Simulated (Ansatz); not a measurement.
# Sc3AlP: the cost of one run

Program: Ansatz 0.2.0. Level of theory: DFT PBE, scalar-relativistic, plane waves, PAW. These are calculated values, not measurements.

## (1) The system as given

It takes space group Pm-3m (No. 221, cubic). The conventional cell has a = 4.412 Å, b = 4.412 Å, c = 4.412 Å, α = 90.00°, β = 90.00°, γ = 90.00°. Sc (site symmetry 4/mmm) is surrounded by 2 Al at 2.21 Å and 8 Sc at 3.12 Å and 4 P at 3.12 Å. Al (site symmetry m-3m) has 6 Sc at 2.21 Å as nearest neighbours. Around P (site symmetry m-3m) lie 12 Sc at 3.12 Å.

Coordinates:

```
Sc Al P
1.0
     4.41241    0.00000    0.00000
     0.00000    4.41241    0.00000
     0.00000    0.00000    4.41241
Sc Al P
3 1 1
Direct
  0.50000 0.50000 0.00000
  0.00000 0.50000 0.50000
  0.50000 0.00000 0.50000
  0.50000 0.50000 0.50000
  0.00000 0.00000 0.00000
```

The cell is invented: species swapped into a database cell of Lu3InN (Pm-3m, No. 221), with Sc on the Lu sites, P on the In sites and Al on the N sites. Its size is a rough estimate.

## (2) The guess as it stands, on a coarse mesh

input.yaml

```yaml
crystal:
  lattice:
    - [4.41240695, 0.0, 0.0]
    - [0.0, 4.41240695, 0.0]
    - [0.0, 0.0, 4.41240695]
  atoms:
    - { symbol: Sc, position: [0.5, 0.5, 0.0] }
    - { symbol: Sc, position: [0.0, 0.5, 0.5] }
    - { symbol: Sc, position: [0.5, 0.0, 0.5] }
    - { symbol: Al, position: [0.5, 0.5, 0.5] }
    - { symbol: P, position: [0.0, 0.0, 0.0] }
basis:
  ecutwfc: 420
kpoints:
  mp_grid: { grid: [4, 4, 4] }
hamiltonian:
  xc: pbe
scf:
  occupations: { method: gaussian, width: 0.1 }
  lower_state_search: "off"
output:
  forces: true
  stress: true
  eigenvalues: true
```

The run is started by

```bash
$ ansatz run input.yaml --threads 1 --pin off --max-ram 2560MiB --backend cpu --events-out ev --progress --plain --runs-dir out
```

**Question.** How long does this run take on 1 thread of Intel Xeon Platinum 8259CL at 2.50GHz (Skylake/Cascade Lake), shared host, and how much memory does it need?

About 2.7 s, with a peak of 0.38 GiB.
